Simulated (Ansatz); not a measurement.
# Si2H3F3: one species, many methods

Aim: compute Si2H3F3 with functionals from several rungs and with coupled cluster, and see how far each lands from CCSD(T) at the basis-set limit for the atomisation energy.

Computed with Ansatz 0.2.0, Gaussian basis. Level: functionals in def2-TZVPP, the program's frozen cores in correlated methods.

Plan: PBE-D4, r2SCAN-D4, PBE0-D4, B3LYP-D4, ωB97X-V, ωB97M-V, B2PLYP; CCSD(T)/def2-TZVPP; CCSD(T)/def2-QZVPP; extrapolation to the limit.

## (1) The geometry

An earlier PBE0-D4/def2-TZVP relaxation fixed the geometry.

SMILES `F[SiH2][SiH](F)F`, 8 atoms, charge 0, spin multiplicity 1.

Atoms are counted from 1 here; the program's logs count them from 0.

Bond lengths: F1–Si2 1.604 Å, Si2–Si3 2.355 Å, Si2–H6 1.485 Å, Si2–H7 1.484 Å, Si3–F4 1.591 Å, Si3–F5 1.594 Å, Si3–H8 1.481 Å. Angles: F1–Si2–Si3 108.4°, F1–Si2–H6 108.2°, F1–Si2–H7 108.6°, Si3–Si2–H6 110.4°, Si3–Si2–H7 111.1°, H6–Si2–H7 109.9°, Si2–Si3–F4 109.8°, Si2–Si3–F5 107.5°, Si2–Si3–H8 116.5°, F4–Si3–F5 107.3°, F4–Si3–H8 107.5°, F5–Si3–H8 107.8°.

## (2) PBE-D4 (GGA)

The input, in.yaml:

```yaml
crystal:
  periodic: [false, false, false]
  atoms:
    - {symbol: F, position_ang: [1.015800, 1.502951, -1.383990]}
    - {symbol: Si, position_ang: [-0.301234, 0.728853, -0.894384]}
    - {symbol: Si, position_ang: [0.301484, -0.741964, 0.843179]}
    - {symbol: F, position_ang: [0.746330, 0.091009, 2.124104]}
    - {symbol: F, position_ang: [-0.999389, -1.570708, 1.243606]}
    - {symbol: H, position_ang: [-0.850229, -0.028611, -2.047592]}
    - {symbol: H, position_ang: [-1.293818, 1.728931, -0.428705]}
    - {symbol: H, position_ang: [1.381046, -1.710462, 0.543773]}
basis:
  gaussian: {orbitals: def2-TZVPP}
hamiltonian: {xc: pbe, dispersion: d4}
output: {forces: true, orbitals: {seedname: orbitals}}
```

Run with:

```
> ansatz run in.yaml --threads 2 --pin off --events-out ev --progress --plain --max-ram 20480MiB --backend cpu
```

Further steps of the session: r2SCAN-D4 (meta-GGA); PBE0-D4 (hybrid); B3LYP-D4 (hybrid); ωB97X-V (range-separated); ωB97M-V (range-separated); B2PLYP (double hybrid); CCSD(T) in def2-TZVPP; CCSD(T) in def2-QZVPP.

Before running them: what should the planned runs give, taken together? Wanted: atomisation energy, CCSD(T)/CBS; farthest; mean size of error, hybrid; mean size of error, range-separated; gap, smallest and largest; T1 diagnostic; triples share of the correlation energy.

**Answer**, as computed:

```
                               quantity                                 value
        atomisation energy, CCSD(T)/CBS                         2973.4 kJ/mol
 functionals within 14.9 kJ/mol (0.5 %)                               ωB97X-V
                               farthest                PBE0-D4 (-81.3 kJ/mol)
             mean size of error, hybrid                           64.9 kJ/mol
    mean size of error, range-separated                           19.2 kJ/mol
              gap, smallest and largest  5.22 eV (PBE-D4), 11.82 eV (ωB97X-V)
                          T1 diagnostic                                0.0123
triples share of the correlation energy                                 2.8 %
```

What this shows: PBE-D4 is off by -25.3 kJ/mol, about 3.6 kJ/mol a bond. Double hybrids carry the basis error of their MP2 part in triple zeta, and no dispersion term here, so their miss is partly the set-up's. Misses under about 14.9 kJ/mol are within the doubt on the reference itself, which lacks core-valence correlation, relativity and higher excitations. Hartree-Fock recovers 75 % of the binding; the rest is correlation. The gap grows from 5.2 to 11.8 eV across the functionals, mostly with the share of exact exchange.
